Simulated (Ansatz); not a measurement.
# Cl3FTi: molecular dynamics

Purpose: to follow the molecule's vibrations and see whether its bonds hold. The start is relaxed first. Runs: 150 steps of 1 fs at constant energy, with velocities drawn for 1500 K; 150 steps of 2 fs at constant energy (fourth-order Milne integrator), with velocities drawn for 700 K.

All numbers below are computed with Ansatz 0.2.0 (RHF/def2-SVP).

### 1 Starting point

Bond lengths: Ti1–Cl2 2.370 Å, Ti1–Cl3 2.370 Å, Ti1–Cl4 2.368 Å, Ti1–F5 1.829 Å. Angles: Cl2–Ti1–Cl3 109.4°, Cl2–Ti1–Cl4 109.5°, Cl2–Ti1–F5 109.5°, Cl3–Ti1–Cl4 109.5°, Cl3–Ti1–F5 109.5°, Cl4–Ti1–F5 109.5°.

As a file:

```xyz
5

Ti    0.0000    0.0000    0.0000
Cl    0.0000    0.0000    2.3700
Cl    2.2349    0.0000   -0.7892
Cl   -1.1163    1.9339   -0.7892
F    -0.8619   -1.4933   -0.6094
```

### 2 Preparing the start

File input.yaml:

```yaml
crystal:
  periodic: [false, false, false]
  atoms:
    - { symbol: Ti, position_ang: [0.0, 0.0, 0.0] }
    - { symbol: Cl, position_ang: [0.0, 0.0, 2.37] }
    - { symbol: Cl, position_ang: [2.2349, 0.0, -0.7892] }
    - { symbol: Cl, position_ang: [-1.1163, 1.9339, -0.7892] }
    - { symbol: F, position_ang: [-0.8619, -1.4933, -0.6094] }
basis:
  gaussian: { orbitals: def2-SVP }
hamiltonian:
  xc: hf
relax:
  f_tol: 0.02
  max_steps: 40
```

Command:

```bash
> ansatz run input.yaml --threads 1 --pin off --max-ram 2048MiB --backend cpu --events-out ev --progress --plain --runs-dir out
```

The log of the run (excerpt; [...] marks lines left out):

```text
Warning: RAYON_NUM_THREADS=1 ignored (pool sized by the plan → 1); use --threads N
[...]
Functional definition: HF
[...]
1048 factors; integrals over basis functions are off by at most 1.6e-4 eV
[...]
mean field -63291.29361482 eV, -2325.9121399650 hartree, gradient 8.0e-5 eV, S^2 0.000000; 0 other end points of the search recorded, 0 dependent functions left out
[...]
reference -63291.29361482 eV, -2325.9121399650 hartree; 41, 41 occupied and 58, 58 virtual orbitals, 1048 factors
relax step   1: F+E_penalty+E_count = -63291.29361482 eV  Δ(F+E_penalty+E_count) = +0.000e0 eV  max|allowed force component| = 3.218e0 eV/Å  Δτ_max = 0.0000 Å  (47 SCF iters, accepted)
[...]
relax step   3: F+E_penalty+E_count = -63292.50117851 eV  Δ(F+E_penalty+E_count) = -2.365e-2 eV  max|allowed force component| = 2.387e-1 eV/Å  Δτ_max = 0.0153 Å  (43 SCF iters, accepted)
[...]
relax step   4: F+E_penalty+E_count = -63292.50252027 eV  Δ(F+E_penalty+E_count) = -1.342e-3 eV  max|allowed force component| = 5.839e-3 eV/Å  Δτ_max = 0.0096 Å  (44 SCF iters, accepted)
1048 factors; integrals over basis functions are off by at most 3.3e-4 eV
[...]
mean field -63292.50252027 eV, -2325.9565664207 hartree, gradient 1.3e-5 eV, S^2 0.000000; 1 other end points of the search recorded, 0 dependent functions left out
[...]
reference -63292.50252027 eV, -2325.9565664207 hartree; 41, 41 occupied and 58, 58 virtual orbitals, 1048 factors
Total energy: -63292.50252027 eV, -2325.9565664207 hartree
Atom 0 at     0.013713     0.023088     0.009840 Å, force     0.003015     0.003106     0.001906 eV/Å
Atom 1 at     0.001100     0.001693     2.183921 Å, force    -0.000056    -0.000100    -0.005839 eV/Å
Atom 2 at     2.059444     0.001722    -0.726218 Å, force    -0.005554    -0.000010     0.001958 eV/Å
Atom 3 at    -1.027383     1.784088    -0.726498 Å, force     0.002237    -0.004936     0.001582 eV/Å
Atom 4 at    -0.790175    -1.369991    -0.558845 Å, force     0.000358     0.001940     0.000393 eV/Å
Dipole moment:     0.021365     0.037297     0.015143 e Å
```

Wall time 6.9 s (1 thread of AMD EPYC 9R45 (Zen 5), shared host); peak memory 0.24 GiB.

The steps of the relaxation:

```tsv
step	energy from step 1 (eV)	largest force component (eV/Å)
1	0.0000	3.2179
2	-1.1839	1.1059
3	-1.2076	0.2387
4	-1.2089	0.0058
```

Step 1 is the start.

After: Bond lengths: Ti1–Cl2 2.174 Å, Ti1–Cl3 2.174 Å, Ti1–Cl4 2.174 Å, Ti1–F5 1.706 Å. Angles: Cl2–Ti1–Cl3 110.1°, Cl2–Ti1–Cl4 110.1°, Cl2–Ti1–F5 108.8°, Cl3–Ti1–Cl4 110.1°, Cl3–Ti1–F5 108.8°, Cl4–Ti1–F5 108.8°.

### 3 Run 1

150 steps of 1 fs at constant energy, with velocities drawn for 1500 K, from the relaxed start.

File input.yaml:

```yaml
crystal:
  periodic: [false, false, false]
  atoms:
    - { symbol: Ti, position_ang: [0.013713, 0.023088, 0.00984] }
    - { symbol: Cl, position_ang: [0.0011, 0.001693, 2.183921] }
    - { symbol: Cl, position_ang: [2.059444, 0.001722, -0.726218] }
    - { symbol: Cl, position_ang: [-1.027383, 1.784088, -0.726498] }
    - { symbol: F, position_ang: [-0.790175, -1.369991, -0.558845] }
basis:
  gaussian: { orbitals: def2-SVP }
hamiltonian:
  xc: hf
md:
  timestep: 1.0
  n_steps: 150
  ensemble: nve
  temperature: 1500.0
  initial_velocities: maxwell_boltzmann
  seed: 109123
```

Command:

```bash
> ansatz run input.yaml --threads 1 --pin off --max-ram 2048MiB --backend cpu --events-out ev --progress --plain --runs-dir out
```

The log of the run (excerpt; [...] marks lines left out):

```text
Warning: RAYON_NUM_THREADS=1 ignored (pool sized by the plan → 1); use --threads N
[...]
Functional definition: HF
[...]
1050 factors; integrals over basis functions are off by at most 1.2e-4 eV
[...]
mean field -63292.50250746 eV, -2325.9565659502 hartree, gradient 4.7e-5 eV, S^2 0.000000; 0 other end points of the search recorded, 0 dependent functions left out
[...]
reference -63292.50250746 eV, -2325.9565659502 hartree; 41, 41 occupied and 58, 58 virtual orbitals, 1050 factors
md step     0: t =     0.00 fs  T =  1500.0 K  F+E_penalty+E_count = -63292.50250746 eV  E_kin = 0.581670 eV  conserved = -63291.92083747 eV  (42 SCF iters)
[...]
md step    19: t =    19.00 fs  T =  1009.5 K  F+E_penalty+E_count = -63292.31222250 eV  E_kin = 0.391480 eV  conserved = -63291.92074261 eV  (69 SCF iters)
[...]
md step    38: t =    38.00 fs  T =   395.9 K  F+E_penalty+E_count = -63292.07427952 eV  E_kin = 0.153539 eV  conserved = -63291.92074100 eV  (45 SCF iters)
[...]
md step    57: t =    57.00 fs  T =   194.7 K  F+E_penalty+E_count = -63291.99618403 eV  E_kin = 0.075495 eV  conserved = -63291.92068855 eV  (45 SCF iters)
[...]
md step    74: t =    74.00 fs  T =   791.9 K  F+E_penalty+E_count = -63292.22784085 eV  E_kin = 0.307096 eV  conserved = -63291.92074499 eV  (44 SCF iters)
md step    75: t =    75.00 fs  T =   828.5 K  F+E_penalty+E_count = -63292.24201721 eV  E_kin = 0.321260 eV  conserved = -63291.92075683 eV  (43 SCF iters)
```

### 4 The output, continued: dynamics from the start

The log, continued (excerpt; [...] marks lines left out):

```text
md step    76: t =    76.00 fs  T =   863.6 K  F+E_penalty+E_count = -63292.25565408 eV  E_kin = 0.334886 eV  conserved = -63291.92076833 eV  (44 SCF iters)
[...]
md step    94: t =    94.00 fs  T =  1269.6 K  F+E_penalty+E_count = -63292.41306792 eV  E_kin = 0.492329 eV  conserved = -63291.92073896 eV  (43 SCF iters)
[...]
md step   112: t =   112.00 fs  T =  1158.3 K  F+E_penalty+E_count = -63292.36981740 eV  E_kin = 0.449158 eV  conserved = -63291.92065945 eV  (44 SCF iters)
[...]
md step   130: t =   130.00 fs  T =   737.3 K  F+E_penalty+E_count = -63292.20648471 eV  E_kin = 0.285898 eV  conserved = -63291.92058637 eV  (44 SCF iters)
[...]
md step   148: t =   148.00 fs  T =   549.6 K  F+E_penalty+E_count = -63292.13373656 eV  E_kin = 0.213130 eV  conserved = -63291.92060659 eV  (44 SCF iters)
[...]
md step   149: t =   149.00 fs  T =   551.6 K  F+E_penalty+E_count = -63292.13453567 eV  E_kin = 0.213916 eV  conserved = -63291.92061979 eV  (44 SCF iters)
[...]
md step   150: t =   150.00 fs  T =   555.5 K  F+E_penalty+E_count = -63292.13604030 eV  E_kin = 0.215403 eV  conserved = -63291.92063775 eV  (71 SCF iters)
Total energy: -63292.13604030 eV, -2325.9430985304 hartree
Atom 0 at     0.186205     0.067767     0.086193 Å, force    -1.849590    -0.784947    -0.009821 eV/Å
Atom 1 at    -0.343269    -0.018731     2.248278 Å, force     0.820989     0.242267    -0.431717 eV/Å
Atom 2 at     2.068397    -0.005542    -1.028624 Å, force     0.124769     0.058017     0.472319 eV/Å
Atom 3 at    -0.987518     1.740878    -0.690173 Å, force     0.319870    -0.199147     0.081564 eV/Å
Atom 4 at    -0.673292    -1.350272    -0.374814 Å, force     0.583962     0.683811    -0.112345 eV/Å
Dipole moment:     0.262183     0.121534     0.044448 e Å
```

Run time: 3.4 min. Hardware: 1 thread of AMD EPYC 9R45 (Zen 5), shared host; peak memory 0.25 GiB.

### 5 The trajectory

One step in 6; energies are changes from step 0:

```tsv
time (fs)	T (K)	potential energy change (meV/atom)	total energy change (meV/atom)
0.0	1500	0.0	0.00
6.0	1386	8.8	0.02
12.0	1186	24.4	0.04
18.0	1034	36.2	0.03
24.0	873	48.7	0.02
30.0	683	63.4	0.02
36.0	473	79.7	0.02
42.0	235	98.1	0.03
48.0	64	111.4	0.06
54.0	108	108.0	0.04
60.0	294	93.5	0.02
66.0	497	77.8	0.03
72.0	717	60.8	0.02
78.0	928	44.4	0.01
84.0	1062	34.0	0.02
90.0	1176	25.1	0.04
96.0	1304	15.2	0.01
102.0	1300	15.5	0.02
108.0	1206	22.8	0.04
114.0	1137	28.2	0.03
120.0	1025	36.9	0.02
126.0	830	52.0	0.05
132.0	711	61.2	0.04
138.0	648	66.1	0.03
144.0	567	72.4	0.05
150.0	555	73.3	0.04
```

time (fs), T (K) and a bar:
```
      0.0       1500 ##############################
      7.0       1352 ###########################
     13.0       1158 #######################
     20.0        984 ###################
     26.0        811 ################
     33.0        581 ###########
     39.0        356 ######
     46.0        102 #
     52.0         69 
     59.0        261 ####
     65.0        463 ########
     72.0        717 ##############
     78.0        928 ##################
     85.0       1079 #####################
     91.0       1200 ########################
     98.0       1322 ##########################
    104.0       1271 #########################
    111.0       1169 #######################
    117.0       1094 #####################
    124.0        895 #################
    130.0        737 ##############
    137.0        660 ############
    143.0        578 ###########
    150.0        555 ##########
```

### 6 Frames from the trajectory

Positions (Å) and forces (eV/Å):

```xyz
5
time_fs=19.0 T=1010 dE=0.1903
Ti   -0.043    0.015   -0.030   -1.000   -0.018    0.310
Cl    0.178    0.015    2.113   -0.485   -0.061    0.634
Cl    1.983   -0.008   -0.531    1.675    0.017   -0.943
Cl   -1.048    1.805   -0.748   -0.089    0.124   -0.067
F    -0.797   -1.393   -0.650   -0.100   -0.063    0.065
5
time_fs=38.0 T=396 dE=0.4282
Ti   -0.140    0.006   -0.049    1.528   -0.300    0.269
Cl    0.305    0.022    2.094   -1.114   -0.089    0.255
Cl    2.031   -0.016   -0.420   -0.386    0.048   -0.941
Cl   -1.076    1.835   -0.774   -0.051   -0.127    0.042
F    -0.825   -1.426   -0.727    0.024    0.469    0.374
5
time_fs=56.0 T=163 dE=0.5185
Ti   -0.146   -0.011   -0.047    1.856    0.852    0.327
Cl    0.330    0.021    2.103   -1.225   -0.138    0.059
Cl    2.059   -0.020   -0.400   -0.813   -0.001   -0.931
Cl   -1.105    1.850   -0.794    0.278   -0.712    0.303
F    -0.854   -1.400   -0.748   -0.095   -0.001    0.243
5
time_fs=75.0 T=828 dE=0.2605
Ti   -0.047    0.013   -0.029   -1.016   -0.028   -0.207
Cl    0.244    0.007    2.123   -0.717   -0.069    0.315
Cl    2.030   -0.024   -0.467    0.841    0.005   -0.917
Cl   -1.111    1.804   -0.789    0.396   -0.411    0.281
F    -0.881   -1.346   -0.713    0.497    0.503    0.528
5
time_fs=94.0 T=1270 dE=0.0894
Ti    0.014    0.052   -0.010    0.102    0.127    0.834
Cl    0.087   -0.013    2.167   -0.201    0.029    0.058
Cl    2.066   -0.027   -0.622    0.608    0.021   -0.445
Cl   -1.084    1.727   -0.760   -0.205    0.794   -0.194
F    -0.858   -1.256   -0.611   -0.304   -0.970   -0.254
5
time_fs=112.0 T=1158 dE=0.1327
Ti    0.064    0.081    0.045    0.157   -1.444   -0.620
Cl   -0.081   -0.029    2.217    0.186    0.154   -0.127
Cl    2.147   -0.028   -0.805   -0.987    0.124    0.512
Cl   -1.071    1.713   -0.744   -0.060    0.611   -0.071
F    -0.847   -1.270   -0.528    0.705    0.555    0.307
5
time_fs=131.0 T=723 dE=0.3015
Ti    0.134    0.050    0.076    0.084    1.352   -0.177
Cl   -0.240   -0.033    2.255    0.572    0.171   -0.476
Cl    2.151   -0.019   -0.955   -0.981    0.025    0.827
Cl   -1.056    1.746   -0.732    0.643   -0.530    0.355
F    -0.761   -1.264   -0.421   -0.319   -1.019   -0.529
5
time_fs=150.0 T=555 dE=0.3665
Ti    0.186    0.068    0.086   -1.850   -0.785   -0.010
Cl   -0.343   -0.019    2.248    0.821    0.242   -0.432
Cl    2.068   -0.005   -1.029    0.125    0.058    0.472
Cl   -0.988    1.741   -0.690    0.320   -0.199    0.082
F    -0.673   -1.350   -0.375    0.584    0.684   -0.112
```

Reading of run 1. The temperature starts at 1500 K and averages 969 K in the second half, where it ranges from 550 to 1323 K. The total energy strays from its start by at most 0.06 meV/atom, under 0.1 % of the mean kinetic energy, which is good for a step of 1 fs. The bonding pattern survives the run.

### 7 Run 2

150 steps of 2 fs at constant energy (fourth-order milne integrator), with velocities drawn for 700 K, from the relaxed start.

input.yaml, as its differences from that of step 3:

```diff
@@ -13,7 +13,7 @@
 md:
-  timestep: 1.0
+  timestep: 2.0
   n_steps: 150
-  ensemble: nve
-  temperature: 1500.0
+  ensemble: nve_milne
+  temperature: 700.0
   initial_velocities: maxwell_boltzmann
-  seed: 109123
+  seed: 192615
```

Command:

```bash
> ansatz run input.yaml --threads 1 --pin off --max-ram 2048MiB --backend cpu --events-out ev --progress --plain --runs-dir out
```

The log of the run (excerpt; [...] marks lines left out):

```text
Warning: RAYON_NUM_THREADS=1 ignored (pool sized by the plan → 1); use --threads N
[...]
Functional definition: HF
[...]
1050 factors; integrals over basis functions are off by at most 1.2e-4 eV
[...]
mean field -63292.50250746 eV, -2325.9565659502 hartree, gradient 4.7e-5 eV, S^2 0.000000; 0 other end points of the search recorded, 0 dependent functions left out
[...]
reference -63292.50250746 eV, -2325.9565659502 hartree; 41, 41 occupied and 58, 58 virtual orbitals, 1050 factors
md step     0: t =     0.00 fs  T =   700.0 K  F+E_penalty+E_count = -63292.50250746 eV  E_kin = 0.271446 eV  conserved = -63292.23106147 eV  (42 SCF iters)
[...]
md step    19: t =    38.00 fs  T =   227.7 K  F+E_penalty+E_count = -63292.31940934 eV  E_kin = 0.088306 eV  conserved = -63292.23110299 eV  (70 SCF iters)
[...]
md step    38: t =    76.00 fs  T =   286.8 K  F+E_penalty+E_count = -63292.34234145 eV  E_kin = 0.111229 eV  conserved = -63292.23111252 eV  (43 SCF iters)
[...]
md step    57: t =   114.00 fs  T =   529.9 K  F+E_penalty+E_count = -63292.43657027 eV  E_kin = 0.205493 eV  conserved = -63292.23107694 eV  (44 SCF iters)
[...]
md step    74: t =   148.00 fs  T =   413.7 K  F+E_penalty+E_count = -63292.39149098 eV  E_kin = 0.160422 eV  conserved = -63292.23106875 eV  (44 SCF iters)
md step    75: t =   150.00 fs  T =   418.3 K  F+E_penalty+E_count = -63292.39329338 eV  E_kin = 0.162227 eV  conserved = -63292.23106666 eV  (44 SCF iters)
```

### 8 The output, continued: dynamics from the start

Output, continued (excerpt; [...] marks lines left out):

```text
md step    76: t =   152.00 fs  T =   423.0 K  F+E_penalty+E_count = -63292.39506918 eV  E_kin = 0.164023 eV  conserved = -63292.23104573 eV  (44 SCF iters)
[...]
md step    94: t =   188.00 fs  T =   122.4 K  F+E_penalty+E_count = -63292.27852234 eV  E_kin = 0.047470 eV  conserved = -63292.23105283 eV  (44 SCF iters)
[...]
md step   112: t =   224.00 fs  T =   276.1 K  F+E_penalty+E_count = -63292.33814693 eV  E_kin = 0.107078 eV  conserved = -63292.23106882 eV  (44 SCF iters)
[...]
md step   130: t =   260.00 fs  T =   619.8 K  F+E_penalty+E_count = -63292.47142890 eV  E_kin = 0.240355 eV  conserved = -63292.23107436 eV  (44 SCF iters)
[...]
md step   148: t =   296.00 fs  T =   169.2 K  F+E_penalty+E_count = -63292.29669101 eV  E_kin = 0.065619 eV  conserved = -63292.23107153 eV  (69 SCF iters)
[...]
md step   149: t =   298.00 fs  T =   132.8 K  F+E_penalty+E_count = -63292.28255246 eV  E_kin = 0.051503 eV  conserved = -63292.23104924 eV  (44 SCF iters)
[...]
md step   150: t =   300.00 fs  T =   104.9 K  F+E_penalty+E_count = -63292.27172663 eV  E_kin = 0.040660 eV  conserved = -63292.23106639 eV  (69 SCF iters)
Total energy: -63292.27172663 eV, -2325.9480849111 hartree
Atom 0 at     0.049035     0.048211    -0.001486 Å, force    -0.032329    -1.389569    -0.472207 eV/Å
Atom 1 at    -0.161129     0.092575     2.147001 Å, force     0.275793    -0.225908     0.320867 eV/Å
Atom 2 at     2.058653    -0.095408    -0.820469 Å, force     0.234368     0.490264     0.216006 eV/Å
Atom 3 at    -1.067505     1.815983    -0.550766 Å, force    -0.112018     0.131824    -0.500230 eV/Å
Atom 4 at    -0.500117    -1.481145    -0.613457 Å, force    -0.365814     0.993390     0.435564 eV/Å
Dipole moment:    -0.008994     0.138750     0.039704 e Å
```

Run time: 3.6 min. Hardware: 1 thread of AMD EPYC 9R45 (Zen 5), shared host; peak memory 0.24 GiB.

### 9 What the atoms did

The trajectory, every 6 steps (energies from step 0):

```tsv
time (fs)	T (K)	potential energy change (meV/atom)	total energy change (meV/atom)
0.0	700	0.0	0.00
12.0	579	9.4	0.00
24.0	402	23.1	0.00
36.0	246	35.2	-0.01
48.0	81	48.0	-0.01
60.0	111	45.7	-0.01
72.0	210	38.0	-0.01
84.0	349	27.2	0.00
96.0	469	17.9	0.00
108.0	472	17.7	0.00
120.0	532	13.0	0.00
132.0	515	14.3	0.00
144.0	423	21.5	0.00
156.0	410	22.5	0.00
168.0	272	33.2	0.00
180.0	166	41.4	0.00
192.0	141	43.4	0.00
204.0	95	46.9	0.00
216.0	215	37.6	0.00
228.0	353	26.9	0.00
240.0	526	13.5	0.00
252.0	657	3.3	0.00
264.0	596	8.1	0.00
276.0	510	14.8	0.00
288.0	300	31.0	0.00
300.0	105	46.2	0.00
```

time (fs), T (K) and a bar:
```
      0.0        700 ##############################
     14.0        565 #######################
     26.0        358 #############
     40.0        202 ######
     52.0         80 
     66.0        122 ##
     78.0        315 ###########
     92.0        431 #################
    104.0        458 ##################
    118.0        541 ######################
    130.0        508 #####################
    144.0        423 #################
    156.0        410 ################
    170.0        267 #########
    182.0        141 ###
    196.0        140 ###
    208.0        127 ##
    222.0        251 ########
    234.0        476 ###################
    248.0        614 ##########################
    260.0        620 ##########################
    274.0        546 #######################
    286.0        322 ############
    300.0        105 #
```

Maxima of the velocity power spectrum (cm⁻¹, relative height; resolution about 220 cm⁻¹): 140 (100), 860 (8).

### 10 Snapshots as a file

Extended XYZ, with forces in eV/Å:

```xyz
5
time_fs=38.0 T=228 dE=0.1831
Ti    0.110    0.000   -0.004   -0.392    0.061    0.074
Cl   -0.174    0.122    2.156    0.464   -0.340    0.014
Cl    2.163   -0.051   -0.845   -0.515    0.054    0.330
Cl   -1.074    1.718   -0.549    0.138    0.311   -0.473
F    -0.813   -1.313   -0.583    0.305   -0.086    0.055
5
time_fs=76.0 T=287 dE=0.1602
Ti    0.110    0.017    0.004   -0.760   -0.107   -0.067
Cl   -0.187    0.120    2.154    0.449   -0.325    0.197
Cl    2.113   -0.082   -0.854    0.078    0.185    0.194
Cl   -1.073    1.755   -0.541    0.167    0.088   -0.464
F    -0.696   -1.367   -0.595    0.066    0.158    0.140
5
time_fs=112.0 T=511 dE=0.0732
Ti    0.004    0.044    0.015    0.188   -0.739   -0.201
Cl   -0.050    0.009    2.204    0.061    0.009   -0.325
Cl    2.040   -0.044   -0.776   -0.166    0.255    0.234
Cl   -1.032    1.836   -0.696    0.063   -0.308    0.007
F    -0.626   -1.449   -0.574   -0.147    0.782    0.285
5
time_fs=150.0 T=418 dE=0.1092
Ti   -0.054    0.049    0.033   -0.260   -0.859   -0.374
Cl    0.119   -0.113    2.187   -0.272    0.219    0.224
Cl    1.976    0.072   -0.643    0.507   -0.068   -0.274
Cl   -0.969    1.817   -0.864   -0.196   -0.055    0.250
F    -0.794   -1.414   -0.523    0.221    0.762    0.175
5
time_fs=188.0 T=122 dE=0.2240
Ti   -0.049    0.025    0.032   -0.340   -0.558   -0.308
Cl    0.181   -0.161    2.203   -0.396    0.243   -0.185
Cl    2.035    0.156   -0.592   -0.148   -0.333   -0.237
Cl   -0.969    1.755   -0.934   -0.050    0.002    0.441
F    -1.032   -1.304   -0.513    0.934    0.646    0.289
5
time_fs=224.0 T=276 dE=0.1644
Ti    0.004    0.035    0.029   -0.792   -0.942   -0.442
Cl    0.105   -0.126    2.186   -0.168    0.201    0.195
Cl    2.068    0.121   -0.636    0.050   -0.240   -0.203
Cl   -1.004    1.718   -0.864   -0.107    0.502    0.173
F    -1.018   -1.263   -0.520    1.018    0.479    0.278
5
time_fs=262.0 T=605 dE=0.0368
Ti    0.037    0.045    0.010   -0.666   -0.828   -0.309
Cl   -0.044   -0.022    2.193    0.103    0.060   -0.284
Cl    2.082   -0.006   -0.746   -0.167    0.110    0.130
Cl   -1.066    1.802   -0.713    0.275   -0.352    0.118
F    -0.737   -1.400   -0.566    0.456    1.010    0.346
5
time_fs=300.0 T=105 dE=0.2308
Ti    0.049    0.048   -0.002   -0.032   -1.390   -0.472
Cl   -0.161    0.093    2.147    0.276   -0.226    0.321
Cl    2.059   -0.095   -0.821    0.234    0.490    0.216
Cl   -1.067    1.816   -0.551   -0.112    0.132   -0.500
F    -0.500   -1.481   -0.614   -0.366    0.993    0.436
```

Reading of run 2. The temperature starts at 700 K and averages 343 K in the second half, where it ranges from 95 to 661 K. About half is expected from a start at a minimum: kinetic energy passes into potential energy until both shares match. The total energy strays from its start by at most 0.02 meV/atom, under 0.1 % of the mean kinetic energy, so a step of 2 fs is short enough over this time. The bonds all hold.

### 11 Outcome

| quantity | value |
| --- | --- |
| relaxation of the start | 3 moves, 1.209 eV lower |
| run 1: length | 150 steps of 1 fs |
| run 1: temperature, first and last step | 1500 and 555 K |
| run 1: temperature, second half | mean 969 K, from 550 to 1323 K |
| run 1: potential energy, second half | +41 meV/atom from this run's first step |
| run 1: largest change of the total energy | 0.06 meV/atom |
| run 1: bonds formed or broken | 0 |
| run 2: length | 150 steps of 2 fs |
| run 2: temperature, first and last step | 700 and 105 K |
| run 2: temperature, second half | mean 343 K, from 95 to 661 K |
| run 2: potential energy, second half | +28 meV/atom from this run's first step |
| run 2: largest change of the total energy | 0.02 meV/atom |
| run 2: bonds formed or broken | 0 |

**Reading.** Mean temperatures of the second halves: 969 K, 343 K. No bond formed or broke in any run. A run of 300 fs with 5 atoms shows the motion but fixes no equilibrium value.
